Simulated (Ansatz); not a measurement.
**WSi+ (doublet): wave-function methods side by side, def2-SVP**

The task here is to estimate one member of a computed series from the others.

Computed with Ansatz 0.2.0, Gaussian basis. Level: def2-SVP, core rule «outside noble gas», up to 9 orbitals frozen.

Plan: UHF; CCSD(T) on ROHF; CCSD(T) on UHF; CISD; CCSDT(Q) on ROHF; CCSDT(Q) on UHF.

20 further runs of the same task are left out: 6 for a known fault of the program, 2 that didn't finish, 12 set aside as unsound or not needed.

## What is computed

The geometry is a PBE0/def2-TZVP stationary point (not a proven minimum) of the parent state, kept for this charge and spin. No spin-orbit coupling is included. Elements past krypton take def2 core potentials.

2 atoms, charge 1, spin multiplicity 2.

Atoms are counted from 1 here; the program's logs count them from 0.

Bond lengths: W1–Si2 2.218 Å.

Set-up of the first run:

File in.yaml:

```yaml
crystal:
  periodic: [false, false, false]
  atoms:
    - {symbol: W, position_ang: [0.000000, 0.000000, 0.000000]}
    - {symbol: Si, position_ang: [0.000000, 0.000000, 2.218234]}
basis:
  gaussian: {orbitals: def2-SVP}
total_charge: 1
magnetization: {spin_polarized: true, initial_magnetization: 1}
hamiltonian: {xc: hf}
output: {orbitals: {seedname: orbitals}}
```

Run with:

```console
$ ansatz run in.yaml --threads 1 --pin off --events-out ev --progress --plain --max-ram 2393MiB
```

Steps of the session up to this table: UHF; CCSD(T) on ROHF; CCSD(T) on UHF; CISD; CCSDT(Q) on ROHF; CCSDT(Q) on UHF.

One of the session's tables, all rows but one given; the rest of the session is left out.

```
   method  from RCCSDT(Q) (kcal/mol)
     ROHF                          ?
      UHF                    +110.24
     RMP2                     +21.30
     UMP2                     +28.21
     CISD                     +25.95
    RCCSD                     +11.59
    UCCSD                      +0.95
 RCCSD(T)                      +2.06
 UCCSD(T)                      -6.47
   RCCSDT                      +1.32
   UCCSDT                      -9.27
RCCSDT(Q)                          0
UCCSDT(Q)                     -10.95
```

Estimate the missing values for ROHF.

The run gave: from RCCSDT(Q) (kcal/mol): +148.18. In the column «from RCCSDT(Q) (kcal/mol)» it is the highest.

Caveats from the session: The determinant is far from a pure spin state, so its energy mixes those of several spin states (harmless only where they are near-degenerate, as at dissociation). Warnings: spin contamination; large T1 diagnostic. Restricted and unrestricted rows rest on different reference determinants; where their highest levels disagree by more than a few hundredths of an eV, they describe different states and don't form one ladder.
